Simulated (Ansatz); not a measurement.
# BFH2SSe, SMILES FB(S)[SeH]: a polarisability from point charges

Program: Ansatz 0.2.0, Python API.

The script reads `bfh2sse.xyz`:
```text
6

F    -0.63650   -0.88240    1.52730
B    -0.13620   -0.20860    0.33940
S     1.64760    0.29710    0.29180
Se   -1.22710    0.15060   -1.26330
H     2.06880   -0.95930   -0.23570
H    -1.67460    1.53860   -0.70560
```

Typed at the interpreter:
```pycon
>>> import warnings
>>> import ansatz as az
>>> import numpy as np
>>> BASIS_SET = "def2-SVP"
>>> XC = "PBE0"
>>> DISPERSION = "d3bj"
>>> warnings.simplefilter("ignore", az.DeckWarning)
>>> mol = az.Crystal.molecule_from_extxyz("bfh2sse.xyz")
>>> base = mol.calculation().basis(gaussian=BASIS_SET).functional(XC, dispersion=DISPERSION).forces()
>>> # charges +q and -q at -R and +R make a nearly even field 2 k q / R^2 at the centre
>>> centre = np.mean([site.position_ang for site in mol.cartesian_sites], axis=0)
>>> field = 2 * 14.399645 * 2.0 / 25.0 ** 2
>>> def dipole(axis, sign):
...     arm = 25.0 * np.eye(3)[axis]
...     pair = [{"charge": sign * 2.0, "position_ang": (centre - arm).tolist()}, {"charge": -sign * 2.0, "position_ang": (centre + arm).tolist()}]
...     deck = base.input().set(az.key.basis.gaussian.point_charges, pair)
...     return np.array(az.Session.from_dict(deck).plan().execute().report["charge_distribution"]["dipole_moment_e_ang"])
...
>>> print(f"field {field:.4f} V/A")
field 0.0922 V/A
>>> alpha = np.array([(dipole(axis, 1) - dipole(axis, -1)) / (2 * field) * 14.399645 for axis in range(3)])

>>> print("polarisability tensor (A^3)")
polarisability tensor (A^3)
>>> print(np.array2string(alpha, precision=3, suppress_small=True))
[[ 8.356 -0.576  0.928]
 [-0.579  6.514 -0.081]
 [ 0.916 -0.085  6.8  ]]
>>> print(f"mean {np.trace(alpha) / 3:.3f} A^3 = {np.trace(alpha) / 3 / 0.14818471:.2f} bohr^3")
mean 7.223 A^3 = 48.75 bohr^3
```

What to keep in mind:
- The geometry is a force-field or estimated start, not a minimum of this method, and the basis set is short of its limit. The field of two point charges is only nearly even.
- Without diffuse functions polarisabilities are unreliable, as a rule too low, and they change with the bond lengths of this unrelaxed start.
- Wall time of the script: 11 s on 1 thread of AMD EPYC 9R45 96-Core Processor (Zen 5), on a shared host, peak memory 0.25 GiB.

(Lines on the test bed's own set-up are left out of the output.)
